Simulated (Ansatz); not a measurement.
# GeC+ (quartet): from Hartree-Fock to the top rungs, cc-pVDZ

Aim: climb from Hartree-Fock through coupled cluster and multireference methods for GeC+ (quartet) at one geometry and basis, and see what each rung misses.

Method: cc-pVDZ, core rule «outside noble gas», up to 15 orbitals frozen; program: Ansatz 0.2.0, Gaussian basis.

The runs, in order: UHF; CCSD(T) on ROHF; CCSD(T) on UHF; BCCD(T) on ROHF; CISD; CCSDT(Q) on ROHF; CCSDT(Q) on UHF; CASSCF and MRCISD+Q, 7 electrons in 8 orbitals; CASSCF and NEVPT2, 7 electrons in 8 orbitals; Full CI.

7 further runs of the same task are left out: 3 that didn't finish, 4 set aside as unsound or not needed.

### Step 1. The system

The geometry is a PBE0/def2-TZVP stationary point (not a proven minimum) of the parent state, kept for this charge and spin. No spin-orbit coupling is included. The filled d shell of Ge may be among the frozen orbitals whatever the setting's name suggests; the logs give the count.

2 atoms, charge 1, spin multiplicity 4.

Atoms are counted from 1 here; the program's logs count them from 0.

Bond lengths: Ge1–C2 1.942 Å.

### Step 2. UHF

The input, in.yaml:

```yaml
crystal:
  periodic: [false, false, false]
  atoms:
    - {symbol: Ge, position_ang: [0.000000, 0.000000, 0.000000]}
    - {symbol: C, position_ang: [0.000000, 0.000000, 1.942200]}
basis:
  gaussian: {orbitals: cc-pVDZ}
total_charge: 1
magnetization: {spin_polarized: true, initial_magnetization: 3}
hamiltonian: {xc: hf}
output: {orbitals: {seedname: orbitals}}
```

Launch:

```sh
> ansatz run in.yaml --threads 1 --pin off --events-out ev --progress --plain --max-ram 2393MiB
```

After this run come: CCSD(T) on ROHF; CCSD(T) on UHF; BCCD(T) on ROHF; CISD; CCSDT(Q) on ROHF; CCSDT(Q) on UHF; CASSCF and MRCISD+Q, 7 electrons in 8 orbitals; CASSCF and NEVPT2, 7 electrons in 8 orbitals; Full CI.

Before running them: what should the planned runs give, taken together? Wanted: FCI below the RHF energy; RMP2 from FCI; UMP2 from FCI; RCCSD from FCI; RCCSD(T) from FCI; UCCSD(T) from FCI; RCCSDT(Q) from FCI; UCCSDT(Q) from FCI; NEVPT2 valence from FCI.

**Answer**, as computed:

| quantity | value |
| --- | --- |
| FCI below the RHF energy | -4.1487 eV |
| RMP2 from FCI | +1127.8 meV |
| UMP2 from FCI | +1127.2 meV |
| RCCSD from FCI | +227.5 meV |
| RCCSD(T) from FCI | +63.5 meV |
| UCCSD(T) from FCI | +60.3 meV |
| RCCSDT(Q) from FCI | +0.1 meV |
| UCCSDT(Q) from FCI | -4.6 meV |
| NEVPT2 valence from FCI | +515.3 meV |
| MRCISD+Q valence from FCI | +4.2 meV |
| levels within 1 kcal/mol (43 meV) | RCCSDT, UCCSDT, RCCSDT(Q), UCCSDT(Q), MRCISD+Q valence |
| T1 diagnostic | 0.056 |
| effectively unpaired electrons | 3.08 |

RCCSD(T) lands +63.5 meV from the yardstick (1.5 % of the correlation energy). UCCSDT(Q) falls below full CI: unrestricted runs freeze a spin-polarised core, another one than full CI's, and coupled cluster isn't variational. The occupations are near whole numbers, but T1 = 0.056 shows that the orbitals relax strongly. Of the multireference levels listed MRCISD+Q valence comes nearest in total energy (+4.2 meV), which doesn't show that its space is the better one. These misses are within one basis, not against nature; the frozen cores of restricted and unrestricted runs differ, which can shift their rows.
